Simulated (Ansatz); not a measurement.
# CHgN radical: geometry and frequencies at several levels

An exercise on one series of results from a longer session: the logs are not shown, and one member is left open.

Program: Ansatz 0.2.0. Level of theory: the levels named in each step. These are calculated values, not measurements.

## The system as given

Bond lengths: N1–C2 1.141 Å.

Structure file:

```xyz
3

N     0.0000    0.0000   -1.6178
C     0.0000    0.0000   -0.4768
Hg    0.0000    0.0000    2.0947
```

The first run:

File input.yaml:

```yaml
crystal:
  periodic: [false, false, false]
  atoms:
    - { symbol: "N", position_ang: [0.0, 0.0, -1.51379129] }
    - { symbol: C, position_ang: [0.0, 0.0, -0.33637326] }
    - { symbol: Hg, position_ang: [0.0, 0.0, 1.85017456] }
magnetization:
  spin_polarized: true
  initial_magnetization: 1
basis:
  gaussian: { orbitals: def2-TZVPP }
hamiltonian:
  xc: pbe0
  dispersion: d4
relax:
  f_tol: 0.002
  max_steps: 150
```

On the command line:

```
> ansatz run input.yaml --threads 2 --pin off --max-ram 5120MiB --backend cpu --events-out ev --progress --plain --runs-dir out
```

Steps of the session up to this table: Relaxation, PBE0-D4/def2-TZVPP; Frequencies, PBE0-D4/def2-TZVPP; Relaxation, PBE-D4/def2-TZVPP; Frequencies, PBE-D4/def2-TZVPP; Relaxation, r2SCAN-D4/def2-TZVPP; Frequencies, r2SCAN-D4/def2-TZVPP; Relaxation, B3LYP-D4/def2-TZVPP; Frequencies, B3LYP-D4/def2-TZVPP; Relaxation, B2PLYP/def2-TZVPP.

One of the session's tables, all rows but one given; the rest of the session is left out.

It belongs to the step «Geometries side by side». 

```
               level  N1–C2 (Å)  C2–Hg3 (Å)  rotational constants (MHz)  dipole (D)  highest frequency (cm⁻¹)
  PBE0-D4/def2-TZVPP          ?           ?                           ?           ?                         ?
   PBE-D4/def2-TZVPP     1.1690      2.1580                      2690.5        4.07                      2166
r2SCAN-D4/def2-TZVPP     1.1599      2.1307                      2752.7        4.24                      2232
 B3LYP-D4/def2-TZVPP     1.1558      2.1663                      2691.2        4.56                      2253
   B2PLYP/def2-TZVPP     1.1634      2.1362                        2738        4.51                         -
```

**Question.** Estimate the row for PBE0-D4/def2-TZVPP.

**Answer.** N1–C2 (Å): 1.1549; C2–Hg3 (Å): 2.1288; rotational constants (MHz): 2762.6; dipole (D): 4.48; highest frequency (cm⁻¹): 2281. In the column «N1–C2 (Å)» it is the lowest.
